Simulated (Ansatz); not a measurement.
**CH₄BF₂Sb: up Jacob's ladder to CCSD(T)**

The task here is to estimate one member of a computed series from the others.

The runs use Ansatz 0.2.0, Gaussian basis; functionals in def2-TZVPP, the program's frozen cores in correlated methods.

Levels to be run: LDA (SPW92), PBE-D4, revPBE-D4, BLYP-D4, r2SCAN-D4, B97M-V, PBE0-D4, B3LYP-D4, r2SCANh-D4, r2SCAN0-D4, HSE06-D4, BHLYP-D4, CAM-B3LYP-D4, LC-ωPBE, ωB97X-V, ωB97M-V, B2PLYP, PBE-QIDH; CCSD(T)/def2-SVP; CCSD(T)/def2-TZVPP; MP2/def2-QZVPP; extrapolation to the limit; RPA on PBE.

## Structure used throughout

An earlier PBE0-D4 in a triple-zeta def2 set relaxation fixed the geometry. Sb takes the def2 core potential; no spin-orbit term is included.

SMILES `FB(F)[CH2][SbH2]`, 9 atoms, charge 0, spin multiplicity 1.

Atoms are counted from 1 here; the program's logs count them from 0.

Bond lengths: F1–B2 1.326 Å, B2–F3 1.326 Å, B2–C4 1.539 Å, C4–Sb5 2.190 Å, C4–H6 1.090 Å, C4–H7 1.090 Å, Sb5–H8 1.710 Å, Sb5–H9 1.710 Å. Angles: F1–B2–F3 116.0°, F1–B2–C4 122.0°, F3–B2–C4 122.0°, B2–C4–Sb5 108.9°, B2–C4–H6 113.6°, B2–C4–H7 113.6°, Sb5–C4–H6 105.0°, Sb5–C4–H7 105.0°, H6–C4–H7 110.0°, C4–Sb5–H8 94.0°, C4–Sb5–H9 94.0°, H8–Sb5–H9 91.0°.

Set-up of the first run:

Contents of in.yaml:

```yaml
crystal:
  periodic: [false, false, false]
  atoms:
    - {symbol: F, position_ang: [1.969151, -0.387419, 0.725623]}
    - {symbol: B, position_ang: [1.079256, -0.465904, -0.254638]}
    - {symbol: F, position_ang: [1.049352, -1.612002, -0.921313]}
    - {symbol: C, position_ang: [0.119422, 0.692294, -0.579474]}
    - {symbol: Sb, position_ang: [-1.704019, 0.455455, 0.610990]}
    - {symbol: H, position_ang: [0.510281, 1.672455, -0.306330]}
    - {symbol: H, position_ang: [-0.218748, 0.701673, -1.615634]}
    - {symbol: H, position_ang: [-1.856804, -1.212694, 0.266328]}
    - {symbol: H, position_ang: [-0.859290, 0.109842, 2.057345]}
basis:
  gaussian: {orbitals: def2-TZVPP}
hamiltonian: {xc: lda}
output: {orbitals: {seedname: orbitals}}
```

Among the steps run: LDA; PBE-D4 (GGA); revPBE-D4 (GGA); BLYP-D4 (GGA); r2SCAN-D4 (meta-GGA); B97M-V (meta-GGA); PBE0-D4 (hybrid); B3LYP-D4 (hybrid); r2SCANh-D4 (hybrid); r2SCAN0-D4 (hybrid); HSE06-D4 (hybrid); BHLYP-D4 (hybrid); CAM-B3LYP-D4 (range-separated); LC-ωPBE (range-separated); ωB97X-V (range-separated); ωB97M-V (range-separated); B2PLYP (double hybrid); PBE-QIDH (double hybrid).

One table of the session follows, with a row left open; its other results are not shown here.

It belongs to the step «Frontier levels by functional». 

```
  functional  HOMO (eV)  gap (eV)
 LDA (SPW92)      -6.63      4.76
      PBE-D4          ?         ?
   revPBE-D4      -6.41      4.85
     BLYP-D4      -6.35      4.79
   r2SCAN-D4      -6.72      5.33
      B97M-V      -6.68      5.21
     PBE0-D4      -7.50      6.61
    B3LYP-D4      -7.33      6.22
  r2SCANh-D4      -7.10      5.98
  r2SCAN0-D4      -7.67      6.94
    HSE06-D4      -7.11      5.86
    BHLYP-D4      -8.42      8.30
CAM-B3LYP-D4      -8.74      8.77
     LC-ωPBE      -9.96     11.10
     ωB97X-V      -9.66     10.68
     ωB97M-V      -9.56     10.34
```

**Question.** Estimate the row for PBE-D4.

The run gave: HOMO (eV): -6.47; gap (eV): 4.82. In the column «HOMO (eV)» it lies between LDA (SPW92) (-6.63) and revPBE-D4 (-6.41).
